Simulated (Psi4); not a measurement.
# GeH3O (SMILES [O][GeH3]): levels of theory compared

Wanted: a comparison of 6 runs (UHF/3-21G, UHF/def2-SVP, U-wB97M-D3(BJ)/STO-3G, UB3LYP/6-31G*, UPBE0/def2-SVP) of GeH3O. 

Program for the calculation: Psi4 1.11.

5 further runs of the same task are left out: 3 for a known fault of the program, 1 that didn't finish, 1 set aside as unsound or not needed.

## 1. The structure to begin with

GeH3O has 5 atoms, charge 0, and is taken as a doublet. SMILES: `[O][GeH3]`. The shape is that of a PBE0-D4/def2-TZVP optimisation.

Bond lengths: O1–Ge2 1.795 Å, Ge2–H3 1.536 Å, Ge2–H4 1.536 Å, Ge2–H5 1.537 Å. Angles: O1–Ge2–H3 109.7°, O1–Ge2–H4 109.7°, O1–Ge2–H5 102.4°, H3–Ge2–H4 111.5°, H3–Ge2–H5 111.6°, H4–Ge2–H5 111.6°.

## 2. Energy and gradient at UHF/3-21G (run 1)

job.py reads:

```python
import psi4

psi4.set_memory('1600 MB')
psi4.set_num_threads(1)
psi4.set_output_file('psi4.out', False)

molecule = psi4.geometry("""
0 2
O     -2.72857555     0.79103936     1.46888412
Ge     0.13662720    -0.10639158    -0.10752542
H     -0.30651358    -0.17234302    -2.97575173
H      1.03556992    -2.67982062     0.89100587
H      1.95718935     2.02843202     0.64515250
units bohr
symmetry c1
no_reorient
no_com
""")

psi4.set_options({
    'basis': '3-21G',
    'reference': 'uhf',
    'puream': True,
    'e_convergence': 1e-09,
    'd_convergence': 1e-08,
    'scf_type': 'pk',
    'maxiter': 200,
})

e_tot, wfn = psi4.gradient("scf", return_wfn=True)
print('gradient / Eh bohr^-1')
print(e_tot.np.round(6))
print(f'energy = {wfn.energy():.10f} Eh')
for k, v in sorted(psi4.core.scalar_variables().items()):
    print(f'{k:45s} {v:18.10f}')
```

The run is started by

```sh
$ python job.py
```

psi4.out:

```text
[...]
  Running in c1 symmetry.
[...]
  Nuclear repulsion =  113.909881341768397
[...]
  Multiplicity = 2
[...]
  Nalpha       = 22
  Nbeta        = 21
[...]
    Number of basis functions: 37
[...]
   @UHF iter   1: -2141.07506610109476   -4.32819e+00   2.06406e-02 ADIIS/DIIS
[...]
   @UHF iter  21: -2141.48836519794122   -4.45652e-11   3.32326e-09 DIIS
[...]
   @S^2 Observed:                7.558834412E-01
[...]
    Orbital Energies [Eh]
    ---------------------
    Alpha Occupied:
       1A   -402.728386     2A    -51.954854     3A    -45.966459
       4A    -45.966380     5A    -45.966192     6A    -20.486075
       7A     -7.178953     8A     -5.133213     9A     -5.132715
      10A     -5.132525    11A     -1.589347    12A     -1.581985
      13A     -1.581387    14A     -1.579362    15A     -1.579140
      16A     -1.311641    17A     -0.735861    18A     -0.617693
      19A     -0.548640    20A     -0.530105    21A     -0.483328
      22A     -0.463055
    Alpha Virtual:
      23A      0.135343    24A      0.201836    25A      0.215125
[...]
  @UHF Final Energy: -2141.48836519794122
   => Energetics <=
    Nuclear Repulsion Energy =            113.9098813417683971
    One-Electron Energy =               -3215.2099493400983192
    Two-Electron Energy =                 959.8117028003883888
    Total Energy =                      -2141.4883651979412207
  UHF NO Occupations:
  HONO-2 :   20  A 1.9994409
  HONO-1 :   21  A 1.9981451
[...]
 Multipole Moments:
 ------------------------------------------------------------------------------------
     Multipole            Electronic (a.u.)      Nuclear  (a.u.)        Total (a.u.)
 ------------------------------------------------------------------------------------
 L = 1.  Multiply by 2.5417464519 to convert [e a0] to [Debye]
 Dipole X            :         15.4995967          -14.7702883            0.7293083
 Dipole Y            :         -2.3632398            2.1000527           -0.2631871
 Dipole Z            :         -7.2945419            6.8706662           -0.4238758
 Magnitude           :                                                    0.8836452
[...]
  -Total Gradient:
     Atom            X                  Y                   Z
    ------   -----------------  -----------------  -----------------
       1        0.000590971736     0.000225331614    -0.000058471015
       2        0.002314264991    -0.001001589015    -0.001465297139
       3       -0.001619907043     0.000376423993    -0.001239873161
       4       -0.000693741692    -0.001349857384     0.001419751867
       5       -0.000591587987     0.001749690798     0.001343889445
[...]
```

Standard output:

```text
gradient / Eh bohr^-1
[[ 5.910e-04  2.250e-04 -5.800e-05]
 [ 2.314e-03 -1.002e-03 -1.465e-03]
 [-1.620e-03  3.760e-04 -1.240e-03]
 [-6.940e-04 -1.350e-03  1.420e-03]
 [-5.920e-04  1.750e-03  1.344e-03]]
energy = -2141.4883651979 Eh
CURRENT ENERGY                                  -2141.4883651979
CURRENT REFERENCE ENERGY                        -2141.4883651979
DD SOLVATION ENERGY                                 0.0000000000
HF KINETIC ENERGY                                2142.4017744338
HF POTENTIAL ENERGY                             -4283.8901396317
HF TOTAL ENERGY                                 -2141.4883651979
HF VIRIAL RATIO                                     1.9995736518
NUCLEAR REPULSION ENERGY                          113.9098813418
ONE-ELECTRON ENERGY                             -3215.2099493401
PCM POLARIZATION ENERGY                             0.0000000000
PE ENERGY                                           0.0000000000
SCF ITERATION ENERGY                            -2141.4883651979
SCF ITERATIONS                                     21.0000000000
SCF TOTAL ENERGY                                -2141.4883651979
TWO-ELECTRON ENERGY                               959.8117028004
```

Run time: 1.9 s. Hardware: 1 thread of Intel Xeon at 2.60GHz (Ice Lake), shared host; peak memory 0.2 GiB.

## 3. A single-point energy at UHF/def2-SVP (run 2)

run.py reads:

```python
import numpy as np
from ase.calculators.psi4 import Psi4
from ase import Atoms

mol = Atoms(['O', 'Ge', 'H', 'H', 'H'], positions=[
    [-1.443900, 0.418600, 0.777300],
    [0.072300, -0.056300, -0.056900],
    [-0.162200, -0.091200, -1.574700],
    [0.548000, -1.418100, 0.471500],
    [1.035700, 1.073400, 0.341400],
])
calc = Psi4(atoms=mol, method='hf', basis='def2-SVP', memory='1600MB', num_threads=1, charge=0, multiplicity=2, label='calc', reference='uhf')
calc.psi4.set_options({'puream': True, 'e_convergence': 1e-09, 'd_convergence': 1e-08, 'scf_type': 'pk', 'maxiter': 200})
mol.calc = calc

print(f'energy: {mol.get_potential_energy():.6f} eV')
```

The run is started by

```sh
$ python run.py
```

calc.dat:

```text
[...]
  Running in c1 symmetry.
[...]
  Nuclear repulsion =  113.909881399441815
[...]
  Multiplicity = 2
[...]
  Nalpha       = 22
  Nbeta        = 21
[...]
    Number of basis functions: 61
[...]
   @UHF iter   1: -2150.53172833990720   -3.50671e+00   3.39694e-02 DIIS/ADIIS
[...]
   @UHF iter  22: -2151.60259697906895   -2.27374e-10   7.50512e-09 DIIS
[...]
   @S^2 Observed:                7.570605983E-01
[...]
    Orbital Energies [Eh]
    ---------------------
    Alpha Occupied:
       1A   -405.228213     2A    -52.154977     3A    -46.256493
       4A    -46.256010     5A    -46.255896     6A    -20.601267
       7A     -7.213723     8A     -5.193217     9A     -5.191530
      10A     -5.190982    11A     -1.673099    12A     -1.666944
      13A     -1.666168    14A     -1.661980    15A     -1.661655
      16A     -1.309058    17A     -0.739807    18A     -0.642471
      19A     -0.562087    20A     -0.552364    21A     -0.487500
      22A     -0.471814
    Alpha Virtual:
      23A      0.127370    24A      0.182071    25A      0.194679
[...]
  @UHF Final Energy: -2151.60259697906895
   => Energetics <=
    Nuclear Repulsion Energy =            113.9098813994418151
    One-Electron Energy =               -3226.6857430970194400
    Two-Electron Energy =                 961.1732647185083351
    Total Energy =                      -2151.6025969790689487
  UHF NO Occupations:
  HONO-2 :   20  A 1.9992950
  HONO-1 :   21  A 1.9981295
[...]
 Multipole Moments:
 ------------------------------------------------------------------------------------
     Multipole            Electronic (a.u.)      Nuclear  (a.u.)        Total (a.u.)
 ------------------------------------------------------------------------------------
 L = 1.  Multiply by 2.5417464519 to convert [e a0] to [Debye]
 Dipole X            :          1.2208399           -0.5033161            0.7175238
 Dipole Y            :         -0.5267238            0.2688943           -0.2578295
 Dipole Z            :         -0.7654967            0.3491948           -0.4163019
 Magnitude           :                                                    0.8686908
[...]
```

On the terminal:

```text
energy: -58548.088837 eV
```

It took 2.2 s on 1 thread of Intel Xeon at 2.60GHz (Ice Lake), shared host; peak memory 0.27 GiB.

## 4. The energy at U-wB97M-D3(BJ)/STO-3G (DKH3, density fitting) (run 3)

input.json reads:

```json
{
 "schema_name": "qcschema_input",
 "schema_version": 1,
 "molecule": {
  "schema_name": "qcschema_molecule",
  "schema_version": 2,
  "symbols": ["O", "Ge", "H", "H", "H"],
  "geometry": [-2.72857555, 0.79103936, 1.46888412, 0.1366272, -0.10639158, -0.10752542, -0.30651358, -0.17234302, -2.97575173, 1.03556992, -2.67982062, 0.89100587, 1.95718935, 2.02843202, 0.6451525],
  "molecular_charge": 0,
  "molecular_multiplicity": 2,
  "fix_com": true,
  "fix_orientation": true
 },
 "driver": "energy",
 "model": {
  "method": "wb97m-d3bj",
  "basis": "STO-3G"
 },
 "keywords": {
  "reference": "uks",
  "scf_type": "df",
  "relativistic": "dkh",
  "dkh_order": 3
 }
}
```

The run is started by

```sh
$ psi4 --qcschema input.json -n 1 --memory 1600MB
```

stdout:

```text
[...]
  Running in c1 symmetry.
[...]
  Nuclear repulsion =  113.909881341768397
[...]
  Multiplicity = 2
[...]
  Nalpha       = 22
  Nbeta        = 21
[...]
    Number of basis functions: 26
[...]
   @DF-UKS iter   1: -2145.65937446793987   -2.57892e+00   2.40061e-02 DIIS/ADIIS
[...]
   @DF-UKS iter  10: -2145.98923323668760   -2.14959e-09   4.35586e-07 DIIS
[...]
   @S^2 Observed:                7.529491846E-01
[...]
    Orbital Energies [Eh]
    ---------------------
    Alpha Occupied:
       1A   -399.169107     2A    -50.286402     3A    -44.301572
       4A    -44.300173     5A    -44.299574     6A    -19.048968
       7A     -6.009291     8A     -3.992675     9A     -3.990270
      10A     -3.988578    11A     -1.000116    12A     -0.599123
      13A     -0.440628    14A     -0.431632    15A     -0.387137
      16A     -0.376115    17A     -0.360358    18A     -0.351322
      19A     -0.349193    20A     -0.322801    21A     -0.301207
      22A     -0.254953
    Alpha Virtual:
      23A      0.324900    24A      0.350208    25A      0.412093
[...]
  @DF-UKS Final Energy: -2145.98923323668760
   => Energetics <=
    Nuclear Repulsion Energy =            113.9098813417683971
    One-Electron Energy =               -3227.2377599324545372
    Two-Electron Energy =                1038.0229299355917192
    DFT Exchange-Correlation Energy =     -70.6814205153615660
    Empirical Dispersion Energy =          -0.0028640662315651
    VV10 Nonlocal Energy =                  0.0000000000000000
    Total Energy =                      -2145.9892332366875962
[...]
 Multipole Moments:
 ------------------------------------------------------------------------------------
     Multipole            Electronic (a.u.)      Nuclear  (a.u.)        Total (a.u.)
 ------------------------------------------------------------------------------------
 L = 1.  Multiply by 2.5417464519 to convert [e a0] to [Debye]
 Dipole X            :         15.1418770          -14.7702883            0.3715887
 Dipole Y            :         -2.2109839            2.1000527           -0.1109312
 Dipole Z            :         -7.0715904            6.8706662           -0.2009242
 Magnitude           :                                                    0.4367544
[...]
```

The result, in JSON:

```text
{
 "driver": "energy",
 "model": {
  "method": "wb97m-d3bj",
  "basis": "STO-3G"
 },
 "success": true,
 "return_result": -2145.9892332366876,
 "properties": {
  "calcinfo_nbasis": 26,
  "calcinfo_nmo": 26,
  "calcinfo_nalpha": 22,
  "calcinfo_nbeta": 21,
  "calcinfo_natom": 5,
  "nuclear_repulsion_energy": 113.9098813417684,
  "return_energy": -2145.9892332366876,
  "scf_one_electron_energy": -3227.2377599324545,
  "scf_two_electron_energy": 1038.0229299355917,
  "scf_xc_energy": -70.68142051536157,
  "scf_dispersion_correction_energy": -0.002864066231565088,
  "scf_dipole_moment": [0.3715886573333833, -0.11093121549911045, -0.2009242200344108],
  "scf_total_energy": -2145.9892332366876,
  "scf_iterations": 10
 }
}
```

It took 6.9 s on 1 thread of Intel Xeon at 2.60GHz (Ice Lake), shared host; peak memory 0.39 GiB.

Runs 4 to 5 aren't shown in full; the table further down has their settings and results.

## 5. The energy at UPBE0/def2-SVP (run 6)

input.json reads:

```json
{
  "schema_name": "qcschema_input",
  "schema_version": 1,
  "molecule": {
    "schema_name": "qcschema_molecule",
    "schema_version": 2,
    "symbols": ["O", "Ge", "H", "H", "H"],
    "geometry": [-2.72857555, 0.79103936, 1.46888412, 0.1366272, -0.10639158, -0.10752542, -0.30651358, -0.17234302, -2.97575173, 1.03556992, -2.67982062, 0.89100587, 1.95718935, 2.02843202, 0.6451525],
    "molecular_charge": 0,
    "molecular_multiplicity": 2,
    "fix_symmetry": "c1",
    "fix_com": true,
    "fix_orientation": true
  },
  "driver": "energy",
  "model": {
    "method": "pbe0",
    "basis": "def2-SVP"
  },
  "keywords": {
    "reference": "uks",
    "puream": true,
    "e_convergence": 1e-09,
    "d_convergence": 1e-08,
    "scf_type": "pk",
    "dft_radial_points": 99,
    "dft_spherical_points": 590,
    "maxiter": 200,
    "scf_properties": ["MAYER_INDICES", "LOWDIN_CHARGES", "DIPOLE"]
  }
}
```

The run is started by

```sh
$ psi4 --qcschema input.json -n 1 --memory 1600MB
```

stdout:

```text
[...]
  Running in c1 symmetry.
[...]
  Nuclear repulsion =  113.909881341768397
[...]
  Multiplicity = 2
[...]
  Nalpha       = 22
  Nbeta        = 21
[...]
    Number of basis functions: 61
[...]
   @UKS iter   1: -2151.94904911761660   -2.24413e+00   3.87783e-02 ADIIS/DIIS
[...]
   @UKS iter  18: -2153.27978993765919   -9.09495e-11   7.73126e-09 DIIS
[...]
   @S^2 Observed:                7.537379663E-01
[...]
    Orbital Energies [Eh]
    ---------------------
    Alpha Occupied:
       1A   -399.081298     2A    -49.923397     3A    -44.417871
       4A    -44.417201     5A    -44.416924     6A    -19.254277
       7A     -6.308591     8A     -4.467192     9A     -4.464741
      10A     -4.463845    11A     -1.267819    12A     -1.262568
      13A     -1.261019    14A     -1.258854    15A     -1.258533
      16A     -0.974309    17A     -0.574072    18A     -0.436537
      19A     -0.393557    20A     -0.388696    21A     -0.357908
      22A     -0.321275
    Alpha Virtual:
      23A      0.011495    24A      0.057520    25A      0.069103
[...]
  @UKS Final Energy: -2153.27978993765919
   => Energetics <=
    Nuclear Repulsion Energy =            113.9098813417683971
    One-Electron Energy =               -3226.2889511380567455
    Two-Electron Energy =                1025.7951934156160405
    DFT Exchange-Correlation Energy =     -66.6959135569869943
    Empirical Dispersion Energy =           0.0000000000000000
    VV10 Nonlocal Energy =                  0.0000000000000000
    Total Energy =                      -2153.2797899376591886
[...]
 Multipole Moments:
 ------------------------------------------------------------------------------------
     Multipole            Electronic (a.u.)      Nuclear  (a.u.)        Total (a.u.)
 ------------------------------------------------------------------------------------
 L = 1.  Multiply by 2.5417464519 to convert [e a0] to [Debye]
 Dipole X            :         15.4501211          -14.7702883            0.6798328
 Dipole Y            :         -2.3031603            2.1000527           -0.2031076
 Dipole Z            :         -7.2383729            6.8706662           -0.3677068
 Magnitude           :                                                    0.7991455
[...]
```

The result, in JSON:

```text
{
 "driver": "energy",
 "model": {
  "method": "pbe0",
  "basis": "def2-SVP"
 },
 "success": true,
 "return_result": -2153.279789937659,
 "properties": {
  "calcinfo_nbasis": 61,
  "calcinfo_nmo": 61,
  "calcinfo_nalpha": 22,
  "calcinfo_nbeta": 21,
  "calcinfo_natom": 5,
  "nuclear_repulsion_energy": 113.9098813417684,
  "return_energy": -2153.279789937659,
  "scf_one_electron_energy": -3226.2889511380567,
  "scf_two_electron_energy": 1025.795193415616,
  "scf_xc_energy": -66.695913556987,
  "scf_dipole_moment": [0.6798328012445101, -0.20310758118143735, -0.36770675344363113],
  "scf_total_energy": -2153.279789937659,
  "scf_iterations": 18
 }
}
```

Run time: 17 s. Hardware: 1 thread of Intel Xeon at 2.60GHz (Ice Lake), shared host; peak memory 0.68 GiB.

## 6. All runs side by side

| run | level | task | integrals | energy (Eh) | dipole moment (D) | HOMO energy (eV) | LUMO energy (eV) | wall time |
| --- | --- | --- | --- | --- | --- | --- | --- | --- |
| 1 | UHF/3-21G | gradient | pk | -2141.488365 | 2.25 | -11.86 | 2.80 | 1.9 s |
| 2 | UHF/def2-SVP | energy | pk | -2151.602597 | 2.21 | -12.29 | 2.26 | 2.2 s |
| 3 | U-wB97M-D3(BJ)/STO-3G (DKH3, density fitting) | energy | df | -2145.989233 | 1.11 | -6.15 | 3.67 | 6.9 s |
| 4 | U-wB97M-D3(BJ)/STO-3G (density fitting) | energy | df | -2129.219952 | 1.11 | -6.12 | 3.70 | 6.9 s |
| 5 | UB3LYP/6-31G* (spherical functions) | energy | pk | -2153.703643 | 2.10 | -7.77 | -4.28 | 15 s |
| 6 | UPBE0/def2-SVP | energy | pk | -2153.279790 | 2.03 | -8.17 | -3.87 | 17 s |

## 7. Results

```
                                 quantity           value
                      run 6: total energy  -2153.27979 Eh
                     run 6: dipole moment          2.03 D
run 6: HOMO energy (highest over α and β)        -8.17 eV
 run 6: LUMO energy (lowest over α and β)        -3.87 eV
                              run 6: ⟨S²⟩           0.754
```

In words: The dipole moment (its size) runs from 1.11 D (U-wB97M-D3(BJ)/STO-3G) to 2.25 D (UHF/3-21G). The two ends differ in method and basis and Hamiltonian. Totals of different functionals can't be ranked against each other. Some runs of one species differ in core potentials or relativity; totals across that change don't compare. In runs 3, 4 the basis is minimal, so the values are rough. All runs together took 50 s, the longest 17 s.
